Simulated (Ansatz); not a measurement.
# InB2: from a guess to a relaxed structure, part 2 of 2

Where does this trial cell of InB2 go when cell and atoms are let free?

Ansatz 0.2.0; DFT PBE, scalar-relativistic, plane waves, PAW. Earlier steps stand in the parts before.

### Step 4. Relaxation on the finer mesh

The end of the coarse run is made exact in the group found at a tolerance of 0.06 Å and reduced to its primitive cell.

File input.yaml:

```yaml
crystal:
  lattice:
    - [1.9406547706, 1.1204375542, 3.2816702987]
    - [-1.9406547706, 1.1204375542, 3.2816702987]
    - [0.0, -2.2408751085, 3.2816702987]
  atoms:
    - { symbol: In, position: [0.0, 0.0, 0.0] }
    - { symbol: B, position: [0.4184229526, 0.4184229526, 0.4184229526] }
    - { symbol: B, position: [0.5815770474, 0.5815770474, 0.5815770474] }
basis:
  ecutwfc: 420
kpoints:
  mp_grid: { grid: [12, 12, 12] }
hamiltonian:
  xc: pbe
scf:
  occupations: { method: gaussian, width: 0.1 }
output:
  forces: true
  stress: true
  eigenvalues: true
  write_density: true
  write_potential: true
  elf: true
  volumetric_format: npy
relax:
  adjacent_minimum: "off"
  f_tol: 0.01
  max_steps: 80
  cell: { stress_tol: 0.05 }
```

Command:

```bash
ansatz run input.yaml --threads 1 --pin off --max-ram 2560MiB --backend cpu --events-out ev --progress --plain --runs-dir out
```

What it wrote:

```text
Warning: RAYON_NUM_THREADS=1 ignored (pool sized by the plan → 1); use --threads N
Engine: ansatz 0.2.0, aarch64-unknown-linux-gnu
Pseudopotentials: kind: paw
Pseudopotential: In, paw, valence charge 13, recommended cutoff 420 eV (normal), In.paw.azcp
Pseudopotential: B, paw, valence charge 3, recommended cutoff 420 eV (normal), B.paw.azcp
Functional definition: PBE
  parameter kappa = 0.804
  parameter beta = 0.06672455060314922
  exchange = pbe_x(kappa = kappa, mu = beta*pi^2/3)
  correlation = pbe_c(beta = beta)
Crystal: 3 atoms, lattice volume = 42.814 Å³
Basis set: ecut = 420 eV, 875 PW (Γ), exchange–correlation on 54×54×54 points (8 copies of the dense FFT grid, shifted against one another)
Bands: 14, of which v1, the nominal top of the filled ones, is band 10 counted from 1 (9 counted from 0)
Symmetry: 12 space group operations
Space group: R-3m (ITA 166), of the structure as read, at distance tolerance 3.5e-5 Å
k-points: 189 of 1728
Non-local potential: In, projectors of the file, l = 0: 2, l = 1: 2, l = 2: 2, l = 3: 2
Non-local potential: B, projectors of the file, l = 0: 2, l = 1: 2, l = 2: 1
PAW form: soft (Blöchl's): semilocal exchange-correlation on the pseudo side does not see the compensation charge
PAW one-centre angular grid: In, 590 points (default); XC on 64 Gauss nodes
PAW one-centre angular grid: B, 110 points (default); XC on 64 Gauss nodes
Initial density: superposition of atomic densities (neutral atoms: chi_scale 0, normalization atom), corrected by the library's trained network
Initial wavefunctions: pseudopotential atomic-orbital guess
Functional: x = pbe(κ = 0.804, μ = 0.2195149727645171), c = pbe(β = 0.06672455060314922)
SCF iter   1: F=—  HF=-5905.994693 eV  |F-HF|=—  |Δ(HF+E_count)|=         —  Δρ=5.49e-3  dr2=1.37e-2  ethr=1.77e-3  ⟨swp⟩=5.3  Hψ=14564  notcnv=0
preconditioner: auto → Kerker (q_TF=auto, 2.383 Å⁻¹)  [metal: Δε(μ)=0.040 eV  Ē_g=13.903 eV  σ=0.100 eV  W_gap=0.22  n_scr=14 (ndim 8)  ℏωp=24.7 eV  f_vac=0.000  D(μ)=1.05/eV (n_scr^D=8)]
SCF iter   2: F=—  HF=-5905.992260 eV  |F-HF|=—  |Δ(HF+E_count)|=   2.43e-3  Δρ=3.19e-3  dr2=5.12e-3  ethr=7.20e-5  ⟨swp⟩=1.1  Hψ=4187  notcnv=0
SCF iter   3: F=—  HF=-5905.991395 eV  |F-HF|=—  |Δ(HF+E_count)|=   8.65e-4  Δρ=9.54e-4  dr2=3.11e-4  ethr=2.69e-5  ⟨swp⟩=2.8  Hψ=4463  notcnv=0
SCF iter   4: F=—  HF=-5905.991323 eV  |F-HF|=—  |Δ(HF+E_count)|=   7.17e-5  Δρ=4.23e-4  dr2=7.34e-5  ethr=1.64e-6  ⟨swp⟩=3.0  Hψ=4646  notcnv=0
SCF iter   5: F=—  HF=-5905.991344 eV  |F-HF|=—  |Δ(HF+E_count)|=   2.10e-5  Δρ=2.17e-4  dr2=1.33e-5  ethr=3.86e-7  ⟨swp⟩=2.0  Hψ=4397  notcnv=0
SCF iter   6: F=—  HF=-5905.991339 eV  |F-HF|=—  |Δ(HF+E_count)|=   5.14e-6  Δρ=1.95e-5  dr2=1.95e-7  ethr=6.99e-8  ⟨swp⟩=2.0  Hψ=3677  notcnv=0
SCF iter   7: F=-5905.991339 eV  HF=-5905.991339 eV  |F-HF|=1.03e-8  |Δ(HF+E_count)|=   1.21e-7  Δρ=9.63e-6  dr2=2.72e-8  ethr=5.26e-10  ⟨swp⟩=9.7  Hψ=19761  notcnv=0
SCF 1 converged in 7 iterations: F = -5905.991339 eV  dr2 = 2.72e-8
relax step   1: F+E_penalty+E_count = -5905.99133926 eV  Δ(F+E_penalty+E_count) = +0.000e0 eV  max|allowed force component| = 1.271e-1 eV/Å  Δτ_max = 0.0000 Å  P = -0.310 GPa  Ω = 42.814 Å³  (7 SCF iters, dr2 threshold 1.00e-7 eV, accepted)
Crystal: 3 atoms, lattice volume = 42.795 Å³
Basis set: ecut = 420 eV, 863 PW (Γ), exchange–correlation on 54×54×54 points (8 copies of the dense FFT grid, shifted against one another)
Initial density: handed on by an earlier stage of this run
Initial wavefunctions: those handed on with the density
iter 1 solved again at ethr=7.18e-7 eV; its pass at ethr=3.10e-3 eV (dr2=1.36e-4 eV) is discarded
SCF iter   1: F=—  HF=-5905.991831 eV  |F-HF|=—  |Δ(HF+E_count)|=         —  Δρ=4.47e-4  dr2=1.16e-4  ethr=7.18e-7  ⟨swp⟩=2.0  Hψ=17306  notcnv=0
preconditioner: auto → Kerker (q_TF=auto, 2.383 Å⁻¹)  [metal: Δε(μ)=0.037 eV  Ē_g=13.897 eV  σ=0.100 eV  W_gap=0.20  n_scr=14 (ndim 8)  ℏωp=24.7 eV  f_vac=0.000  D(μ)=1.13/eV (n_scr^D=8)]
SCF iter   2: F=—  HF=-5905.991806 eV  |F-HF|=—  |Δ(HF+E_count)|=   2.52e-5  Δρ=2.40e-4  dr2=3.29e-5  ethr=6.12e-7  ⟨swp⟩=1.0  Hψ=2666  notcnv=0
SCF iter   3: F=—  HF=-5905.991796 eV  |F-HF|=—  |Δ(HF+E_count)|=   9.94e-6  Δρ=4.04e-5  dr2=1.00e-6  ethr=1.73e-7  ⟨swp⟩=2.0  Hψ=3175  notcnv=0
SCF iter   4: F=-5905.991795 eV  HF=-5905.991795 eV  |F-HF|=9.02e-9  |Δ(HF+E_count)|=   2.31e-7  Δρ=1.41e-5  dr2=9.77e-8  ethr=1.58e-9  ⟨swp⟩=9.8  Hψ=19899  notcnv=0
SCF 2 converged in 4 iterations: F = -5905.991795 eV  dr2 = 9.77e-8
  Residual-converged pass: ⟨swp⟩=1.0  Hψ=3405  notcnv=0  max |occ|·‖R‖ = 7.0e-9 eV (tolerance 1.0e-8 eV)  dr2=9.77e-8  dr2_onsite=7.58e-9  max |Δocc| = 1.0e-9
relax step   2: F+E_penalty+E_count = -5905.99179539 eV  Δ(F+E_penalty+E_count) = -4.561e-4 eV  max|allowed force component| = 6.972e-2 eV/Å  Δτ_max = 0.0039 Å  P = -0.095 GPa  Ω = 42.795 Å³  energy of the carried Pulay correction = +1.604e-5 eV  (4 SCF iters, dr2 threshold 3.00e-7 eV, accepted)
Crystal: 3 atoms, lattice volume = 42.759 Å³
iter 1 solved again at ethr=9.89e-7 eV; its pass at ethr=3.10e-3 eV (dr2=1.88e-4 eV) is discarded
SCF iter   1: F=—  HF=-5905.992046 eV  |F-HF|=—  |Δ(HF+E_count)|=         —  Δρ=5.71e-4  dr2=2.02e-4  ethr=9.89e-7  ⟨swp⟩=2.4  Hψ=16821  notcnv=0
preconditioner: auto → Kerker (q_TF=auto, 2.383 Å⁻¹)  [metal: Δε(μ)=0.008 eV  Ē_g=13.902 eV  σ=0.100 eV  W_gap=0.05  n_scr=14 (ndim 8)  ℏωp=24.8 eV  f_vac=0.000  D(μ)=1.12/eV (n_scr^D=8)]
SCF iter   2: F=—  HF=-5905.991992 eV  |F-HF|=—  |Δ(HF+E_count)|=   5.42e-5  Δρ=3.00e-4  dr2=5.71e-5  ethr=9.89e-7  ⟨swp⟩=1.0  Hψ=2660  notcnv=0
SCF iter   3: F=-5905.991971 eV  HF=-5905.991971 eV  |F-HF|=1.19e-8  |Δ(HF+E_count)|=   2.12e-5  Δρ=2.43e-5  dr2=2.19e-7  ethr=1.58e-9  ⟨swp⟩=9.0  Hψ=21318  notcnv=0
SCF 3 converged in 3 iterations: F = -5905.991971 eV  dr2 = 2.19e-7
relax step   3: F+E_penalty+E_count = -5905.99197086 eV  Δ(F+E_penalty+E_count) = -1.755e-4 eV  max|allowed force component| = 8.036e-3 eV/Å  Δτ_max = 0.0012 Å  P = +0.059 GPa  Ω = 42.759 Å³  energy of the carried Pulay correction = +4.616e-5 eV  (3 SCF iters, dr2 threshold 3.00e-7 eV, accepted)
Crystal: 3 atoms, lattice volume = 42.785 Å³
iter 1 solved again at ethr=3.47e-8 eV; its pass at ethr=3.10e-3 eV (dr2=6.59e-6 eV) is discarded
SCF iter   1: F=—  HF=-5905.991959 eV  |F-HF|=—  |Δ(HF+E_count)|=         —  Δρ=1.09e-4  dr2=7.09e-6  ethr=3.47e-8  ⟨swp⟩=2.0  Hψ=17288  notcnv=0
preconditioner: auto → Kerker (q_TF=auto, 2.383 Å⁻¹)  [metal: Δε(μ)=0.032 eV  Ē_g=13.904 eV  σ=0.100 eV  W_gap=0.18  n_scr=14 (ndim 8)  ℏωp=24.7 eV  f_vac=0.000  D(μ)=1.12/eV (n_scr^D=8)]
SCF iter   2: F=—  HF=-5905.991957 eV  |F-HF|=—  |Δ(HF+E_count)|=   2.03e-6  Δρ=5.55e-5  dr2=1.79e-6  ethr=3.47e-8  ⟨swp⟩=1.2  Hψ=2697  notcnv=0
SCF iter   3: F=-5905.991957 eV  HF=-5905.991957 eV  |F-HF|=7.39e-9  |Δ(HF+E_count)|=   6.43e-7  Δρ=6.82e-6  dr2=2.67e-8  ethr=1.85e-10  ⟨swp⟩=7.1  Hψ=16258  notcnv=0
SCF 4 converged in 3 iterations: F = -5905.991957 eV  dr2 = 2.67e-8
relax step   4: F+E_penalty+E_count = -5905.99195680 eV  Δ(F+E_penalty+E_count) = +1.406e-5 eV  max|allowed force component| = 1.597e-5 eV/Å  Δτ_max = 0.0001 Å  P = +0.007 GPa  Ω = 42.785 Å³  energy of the carried Pulay correction = +2.396e-5 eV  (3 SCF iters, dr2 threshold 3.52e-8 eV, accepted)
Initial wavefunctions: pseudopotential atomic-orbital guess (no wavefunctions were taken with the density)
iter 1 solved again at ethr=3.39e-7 eV; its pass at ethr=3.10e-3 eV (dr2=6.44e-5 eV) is discarded
SCF iter   1: F=—  HF=-5905.991945 eV  |F-HF|=—  |Δ(HF+E_count)|=         —  Δρ=9.24e-6  dr2=2.74e-8  ethr=3.39e-7  ⟨swp⟩=3.0  Hψ=20464  notcnv=0
eigensolver tolerance schedule: the retry pair's looser diagonalisation over-reported the residual by 2350.00 of it (diagonalisation noise at 0.35 of the residual, at the tolerance the schedule requests for it); recorded, not acted on — ethr = c·dr2/N_el stays at c = 1.0e-1
preconditioner: auto → Kerker (q_TF=auto, 2.383 Å⁻¹)  [metal: Δε(μ)=0.032 eV  Ē_g=13.903 eV  σ=0.100 eV  W_gap=0.17  n_scr=14 (ndim 8)  ℏωp=24.7 eV  f_vac=0.000  D(μ)=1.13/eV (n_scr^D=8)]
SCF iter   2: F=—  HF=-5905.991945 eV  |F-HF|=—  |Δ(HF+E_count)|=   1.13e-8  Δρ=5.87e-6  dr2=1.30e-8  ethr=1.44e-10  ⟨swp⟩=2.7  Hψ=4907  notcnv=0
SCF iter   3: F=—  HF=-5905.991945 eV  |F-HF|=—  |Δ(HF+E_count)|=   2.51e-8  Δρ=3.09e-6  dr2=2.99e-9  ethr=6.84e-11  ⟨swp⟩=2.0  Hψ=4422  notcnv=0
SCF iter   4: F=—  HF=-5905.991945 eV  |F-HF|=—  |Δ(HF+E_count)|=   1.05e-9  Δρ=1.53e-6  dr2=8.28e-10  ethr=1.57e-11  ⟨swp⟩=2.6  Hψ=3717  notcnv=0
SCF iter   5: F=—  HF=-5905.991945 eV  |F-HF|=—  |Δ(HF+E_count)|=  6.85e-10  Δρ=5.93e-7  dr2=8.14e-11  ethr=4.36e-12  ⟨swp⟩=2.0  Hψ=4387  notcnv=0
SCF iter   6: F=-5905.991945 eV  HF=-5905.991945 eV  |F-HF|=5.46e-12  |Δ(HF+E_count)|=  1.55e-11  Δρ=1.80e-7  dr2=7.31e-12  ethr=1.00e-12  ⟨swp⟩=5.1  Hψ=10658  notcnv=0
SCF 5 converged in 6 iterations: F = -5905.991945 eV  dr2 = 7.31e-12
relax step   5: F+E_penalty+E_count = -5905.99194541 eV  Δ(F+E_penalty+E_count) = +1.139e-5 eV  max|allowed force component| = 8.861e-5 eV/Å  Δτ_max = 0.0000 Å  P = +0.006 GPa  Ω = 42.785 Å³  stress off target by 1.44e-2 GPa  SCF on the basis re-selected at this cell (its energy is not comparable with the rows above)  (6 SCF iters)
basis re-selected at this cell: Δ(F+E_penalty+E_count) = +1.139e-5 eV, ΔP = -0.001 GPa vs the last step (what re-selecting the basis moved, of the pressure what is left beyond the Pulay correction that the steps carried, after the strain that the cell walked since its last selection, with what the two solves' SCF thresholds leave and, on support functions, any second-order correction that the steps lacked; it is no measure of the basis error at this ecutwfc). This SCF's stress stands 1.44e-2 GPa from its target on what of the cell is left free (relax.cell.stress_tol is 5.00e-2 GPa) and its largest allowed force component is 8.86e-5 eV/Å (relax.f_tol is 1.00e-2 eV/Å): within both
SCF converged after 6 iterations
Free energy (F): -5905.991945 eV
Harris-Foulkes:  -5905.991945 eV  (|F-HF|=5.46e-12)
Internal energy: -5905.986320 eV  (E = F + TS)
E sigma→0 (E₀):  -5905.989133 eV
Entropy (-TS):   -0.005626 eV (-1.875 meV/atom)
Fermi energy:    9.062214 eV
--- Per-component energies (eV) ---
  E_band       = -16.463203
  E_kinetic    = 331.515037
  E_local      = -1203.173699  (includes V_loc(G=0)·N_el)
  E_nonlocal   = 392.387354
  E_hartree    = 471.841092
  E_xc         = -276.492474
  E_vxc        = -171.701017  (∫ρ·V_xc dr)
  E_paw        = -4312.252271  (= ΣΔE_a)
  E_vpaw       = -309.173000  (= ΣTr[D̂ρ^β])
  E_aug_tail   = 0.000022  (compensation charges beyond the density's cutoff)
  E_ewald      = -1309.811381
  E_smearing   = -0.005626  (= −TS)
  E_closure    = -0.000000  (closes the sum)
  Σ components = -5905.991945   (vs F -5905.991945, Δ=0.00e0)
--- Forces (eV/Å), atoms counted from 1 ---
  atom   1  In    -0.00000000    -0.00000000    -0.00000000
  atom   2  B     -0.00000000    -0.00000000     0.00008861
  atom   3  B      0.00000000     0.00000000    -0.00008861
  max |Σ_I F_I| component: 9.25e-17 eV/Å
--- Stress (GPa, compression-positive) ---
        0.002180      -0.000000      -0.000000
       -0.000000       0.002180      -0.000000
       -0.000000      -0.000000       0.014388
  P = ⅓ Tr σ = 0.0062 GPa (0.062 kbar)
--- Band table (eV; the first three rows and the last of 189) ---
  k-point 0: bands = ["-5.5425", "-5.5425", "-5.5401", "-5.3850", "-5.3850", "-2.6555", "5.9072", "8.4079", "8.4079", "8.5882", "12.0699", "12.0699", "13.6404", "14.5836"]
  k-point 1: bands = ["-5.5478", "-5.5374", "-5.5288", "-5.3859", "-5.3845", "-2.5694", "5.7332", "8.1176", "8.4029", "8.5995", "11.8891", "12.0626", "13.7342", "14.9165"]
  k-point 2: bands = ["-5.5628", "-5.5260", "-5.4981", "-5.3888", "-5.3804", "-2.3099", "5.1952", "7.4729", "8.3968", "8.6456", "11.4218", "12.1368", "14.0301", "15.2203"]
  k-point 188: bands = ["-5.5988", "-5.5988", "-5.5742", "-5.3223", "-5.3223", "0.2738", "0.3496", "8.5382", "8.5382", "10.8345", "11.1787", "11.1787", "11.8780", "14.4669"]
--- Relaxed structure (4 steps of the walk, 4 accepted, 1 SCFs on fresh bases) ---
  F+E_penalty+E_count = -5905.99194541 eV   max|allowed force component| = 8.861e-5 eV/Å   (the final SCF, on the basis selected at the relaxed cell)
  cell:  # Å, volume = 42.7854 Å³
    - [1.938273568074612, 1.1190627662743173, 3.287570896066882]
    - [-1.938273568074612, 1.1190627662743173, 3.287570896066882]
    - [-8.740999034291293e-35, -2.238125532598724, 3.287570896049832]
  atoms:
    - { symbol: In, position: [-7.822944827235796e-32, -7.822944827329828e-32, 1.5645889654647013e-31] }
    - { symbol: B, position: [0.4189600930115152, 0.4189600930115152, 0.4189600930115152] }
    - { symbol: B, position: [0.5810399069884848, 0.5810399069884848, 0.5810399069884848] }
```

Wall time 35 s (1 thread of Arm Neoverse V1, shared host); peak memory 0.41 GiB.

The steps of the relaxation:

```
step  energy from step 1 (eV/cell)  largest force component (eV/Å)  pressure (GPa)  volume (Å³)
   1                        0.0000                          0.1271           -0.31        42.81
   2                       -0.0005                          0.0697           -0.09        42.79
   3                       -0.0006                          0.0080            0.06        42.76
   4                       -0.0006                          0.0000            0.01        42.79
   5                       -0.0006                          0.0001            0.01        42.79
```

Step 1 is the start. Step 5 repeats the geometry before it on a plane-wave basis chosen anew for that cell, so its energy need not be comparable with the rows above.

Lengths and angles in the start's conventional setting:

|  | before | after | change |
| --- | --- | --- | --- |
| a (Å) | 3.881 | 3.877 | -0.1 % |
| b (Å) | 3.881 | 3.877 | -0.1 % |
| c (Å) | 9.845 | 9.863 | +0.2 % |
| volume (Å³/atom) | 14.27 | 14.26 | -0.1 % |
| shortest distance (Å) | 1.606 | 1.599 | -0.5 % |
| space group (0.01 Å) | R-3m | R-3m | same |

The run keeps the 12 symmetry operations of the start, so it could not have lowered the symmetry.

The maps below are laid out on this run's own conventional cell (a, b, c = 3.877, 3.877, 9.863 Å).

Density in a lattice plane of the grid's cell (edges 3.88 and 9.86 Å, at 0.000 of the third edge), which holds In and B.

Ten even steps from ' ' (0.04 e/Å³) to '@' (13.05 e/Å³):
```
--::              ::
                    
                    
                    
                    
                    
                    
                    
                    
                    
                    
                    
                    
                    
                    
                    
                    
                    
--::              ::
@@++..          ..++
```
Columns run along the first of these edges and rows up along the second, over one cell in 10 and 20 even steps from the bottom left corner. Atoms in the plane (fractional): In at (0.00, 0.00), B at (0.00, 0.42), B at (0.00, 0.58).

ELF in the same plane.

Values, 12 rows by 6 columns:
```
0.27 0.23 0.38 0.44 0.38 0.23
0.08 0.10 0.30 0.46 0.30 0.10
0.05 0.11 0.38 0.51 0.38 0.11
0.60 0.58 0.32 0.25 0.32 0.58
0.00 0.56 0.39 0.18 0.39 0.56
0.91 0.81 0.30 0.07 0.30 0.81
0.00 0.56 0.39 0.18 0.39 0.56
0.60 0.58 0.32 0.25 0.32 0.58
0.05 0.11 0.38 0.51 0.38 0.11
0.08 0.10 0.30 0.46 0.30 0.10
0.27 0.23 0.38 0.44 0.38 0.23
0.00 0.15 0.31 0.42 0.31 0.15
```
Columns run along the first of these edges and rows up along the second, over one cell in 6 and 12 even steps from the bottom left corner. Atoms in the plane (fractional): In at (0.00, 0.00), B at (0.00, 0.42), B at (0.00, 0.58).

Both are smooth fields of the valence electrons: close to the nuclei they are not physical.

Outside the cores ELF peaks at 0.91 on the B–B line, 0.8 Å from B; 0.76 on the B–In line, 0.8 Å from B.

### Step 5. Summary of results

This closing draws on all 2 parts. Changes of volume or cell count from the first structure of part 1.

```
                              quantity                                                                       value
symmetry at the end (tolerance 0.05 Å)                                                  space group R-3m (No. 166)
                     conventional cell  a = 3.877 Å, b = 3.877 Å, c = 9.863 Å, α = 90.00°, β = 90.00°, γ = 120.00°
                                volume                                                               14.26 Å³/atom
              energy over the elements                                                               +1.23 eV/atom
                       gap on the mesh                                                                none (metal)
```

The space group R-3m (No. 166) is kept, and the volume per atom shrinks by 2.9 % from the first guess. The formation energy is positive, so the separate elements lie lower. No finished test with a distortion of lower symmetry is shown, so the end may be a saddle point.
